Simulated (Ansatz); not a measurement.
**AlFGeH4 (SMILES [F][GeH2][AlH2]): functionals against CCSD(T) at one geometry**

An exercise on one series of results from a longer session: the logs are not shown, and one member is left open.

Computed with Ansatz 0.2.0, Gaussian basis. Level: single points in def2-TZVPP.

Correlated methods freeze the cores. Filled d shells of the heavier atoms are correlated.

### The starting structure

SMILES `[F][GeH2][AlH2]`, 7 atoms, charge 0, spin multiplicity 1.

Atoms are counted from 1 here; the program's logs count them from 0.

Bond lengths: F1–Ge2 1.776 Å, Ge2–Al3 2.381 Å, Ge2–H4 1.582 Å, Ge2–H5 1.662 Å, Al3–H6 1.596 Å, Al3–H7 1.575 Å. Angles: F1–Ge2–Al3 118.2°, F1–Ge2–H4 99.3°, F1–Ge2–H5 95.4°, Al3–Ge2–H4 83.1°, Al3–Ge2–H5 146.1°, H4–Ge2–H5 96.6°, Ge2–Al3–H6 103.8°, Ge2–Al3–H7 136.0°, H6–Al3–H7 120.2°.

As a file:

```csv
atom,x (Å),y (Å),z (Å)
F1,-2.3025,-0.5491,0.2216
Ge2,-0.8406,0.1261,-0.5282
Al3,1.0764,0.4607,0.8445
H4,-0.1011,-1.2203,-0.9044
H5,-1.5334,0.3855,-2.0167
H6,2.0192,-0.7785,0.4923
H7,1.5396,1.5329,1.9017
```

The first run:

run/in.yaml

```yaml
crystal:
  periodic: [false, false, false]
  atoms:
    - {symbol: F, position_ang: [-2.302500, -0.549100, 0.221600]}
    - {symbol: Ge, position_ang: [-0.840600, 0.126100, -0.528200]}
    - {symbol: Al, position_ang: [1.076400, 0.460700, 0.844500]}
    - {symbol: H, position_ang: [-0.101100, -1.220300, -0.904400]}
    - {symbol: H, position_ang: [-1.533400, 0.385500, -2.016700]}
    - {symbol: H, position_ang: [2.019200, -0.778500, 0.492300]}
    - {symbol: H, position_ang: [1.539600, 1.532900, 1.901700]}
basis:
  gaussian: {orbitals: def2-TZVPP}
correlation: {method: ccsd_t}
output: {forces: true}
```

The command line of these runs was not kept.

Among the steps run: CCSD(T)/def2-TZVPP; PBE0-D4/def2-TZVPP; wB97M-V/def2-TZVPP; r2SCAN-D4/def2-TZVPP; PBE-D4/def2-TZVPP; BHLYP-D4/def2-TZVPP; r2SCANh-D4/def2-TZVPP.

One table of the session follows, with a row left open; its other results are not shown here.

| method | RMS force component (eV/Å) | angle to CCSD(T) forces (°) | dipole (D) |
| --- | --- | --- | --- |
| CCSD(T) | 0.930 | reference | 2.95 |
| PBE0-D4 | 0.879 | 2.6 | 2.92 |
| wB97M-V | ? | ? | ? |
| r2SCAN-D4 | 0.859 | 3.0 | 2.83 |
| PBE-D4 | 0.771 | 14.2 | 2.72 |
| BHLYP-D4 | 0.997 | 4.5 | 3.18 |
| r2SCANh-D4 | 0.894 | 2.2 | 2.90 |

Estimate the missing values for wB97M-V.

**Answer.** RMS force component (eV/Å): 0.906; angle to CCSD(T) forces (°): 4.3; dipole (D): 3.04. In the column «RMS force component (eV/Å)» it lies between r2SCANh-D4 (0.894) and CCSD(T) (0.930).
